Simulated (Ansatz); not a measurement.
# GeH5 (doublet): the correlation ladder at distance H1–H2 along a hydrogen transfer = 0.745 Å, cc-pVTZ

How much of the correlation energy of GeH5 (doublet) does each wave-function method recover here?

Computed with Ansatz 0.2.0, Gaussian basis. Level: cc-pVTZ, core rule «outside noble gas», up to 14 orbitals frozen.

To be run: UHF; CCSD(T) on ROHF; CCSD(T) on UHF; BCCD(T) on ROHF; CCSDT(Q) on ROHF; CCSDT(Q) on UHF; CASSCF and NEVPT2, 3 electrons in 3 orbitals; CASSCF and NEVPT2, 9 electrons in 9 orbitals.

**1. The geometry**

The geometry derives from fragments relaxed apart (PBE0/def2-TZVP) and kept rigid, so it is no stationary point. A hydrogen atom is moved between rigid fragments. No spin-orbit coupling is included. The filled d shell of Ge may be among the frozen orbitals whatever the setting's name suggests; the logs give the count.

6 atoms, charge 0, spin multiplicity 2.

Atoms are counted from 1 here; the program's logs count them from 0.

Bond lengths: H1–H2 0.745 Å, Ge3–H4 1.539 Å, Ge3–H5 1.539 Å, Ge3–H6 1.539 Å. Angles: H4–Ge3–H5 111.2°, H4–Ge3–H6 111.2°, H5–Ge3–H6 111.2°.

In the tables R marks a restricted open-shell determinant and U an unrestricted one; 'pair' is the active space of 3 electrons in 3 orbitals; 'valence' is the active space of 9 electrons in 9 orbitals; correlation energies count from the lowest restricted Hartree-Fock solution.

**2. UHF**

File in.yaml:

```yaml
crystal:
  periodic: [false, false, false]
  atoms:
    - {symbol: H, position_ang: [-2.822457, 0.000000, -0.000001]}
    - {symbol: H, position_ang: [-2.077457, 0.000000, -0.000001]}
    - {symbol: Ge, position_ang: [0.046543, 0.000000, 0.000000]}
    - {symbol: H, position_ang: [0.515212, -1.465915, 0.000000]}
    - {symbol: H, position_ang: [0.515212, 0.732957, -1.269519]}
    - {symbol: H, position_ang: [0.515211, 0.732957, 1.269520]}
basis:
  gaussian: {orbitals: cc-pVTZ}
magnetization: {spin_polarized: true, initial_magnetization: 1}
hamiltonian: {xc: hf}
output: {orbitals: {seedname: orbitals}}
```

Run with:

```sh
ansatz run in.yaml --threads 1 --pin off --events-out ev --progress --plain --max-ram 2816MiB --backend cpu
```

After this run come: CCSD(T) on ROHF; CCSD(T) on UHF; BCCD(T) on ROHF; CCSDT(Q) on ROHF; CCSDT(Q) on UHF; CASSCF and NEVPT2, 3 electrons in 3 orbitals; CASSCF and NEVPT2, 9 electrons in 9 orbitals.

Q: Predict the results of all the runs planned. Wanted: correlation energy, UCCSDT(Q); RMP2 from UCCSDT(Q); UMP2 from UCCSDT(Q); RCCSD from UCCSDT(Q); RCCSD(T) from UCCSDT(Q); UCCSD(T) from UCCSDT(Q); RCCSDT(Q) from UCCSDT(Q); NEVPT2 pair from UCCSDT(Q); NEVPT2 valence from UCCSDT(Q).

**Answer**, as computed:

| quantity | value |
| --- | --- |
| correlation energy, UCCSDT(Q) | -5.1804 eV |
| RMP2 from UCCSDT(Q) | +1021.3 meV |
| UMP2 from UCCSDT(Q) | +1016.2 meV |
| RCCSD from UCCSDT(Q) | +136.6 meV |
| RCCSD(T) from UCCSDT(Q) | +28.7 meV |
| UCCSD(T) from UCCSDT(Q) | +24.1 meV |
| RCCSDT(Q) from UCCSDT(Q) | +5.0 meV |
| NEVPT2 pair from UCCSDT(Q) | +1019.8 meV |
| NEVPT2 valence from UCCSDT(Q) | +970.3 meV |
| levels of the table within 1 kcal/mol (43 meV) | RCCSD(T), UCCSD(T), BCCD(T), RCCSDT, UCCSDT, RCCSDT(Q) |
| T1 diagnostic | 0.017 |
| effectively unpaired electrons | 1.02 |

**Reading.** RCCSD(T) lands +28.7 meV from the yardstick (0.6 % of the correlation energy). One determinant dominates. Of the multireference levels listed NEVPT2 valence comes nearest in total energy (+970.3 meV), which doesn't show that its space is the better one. These misses are within one basis, not against nature; the frozen cores of restricted and unrestricted runs differ, which can shift their rows.
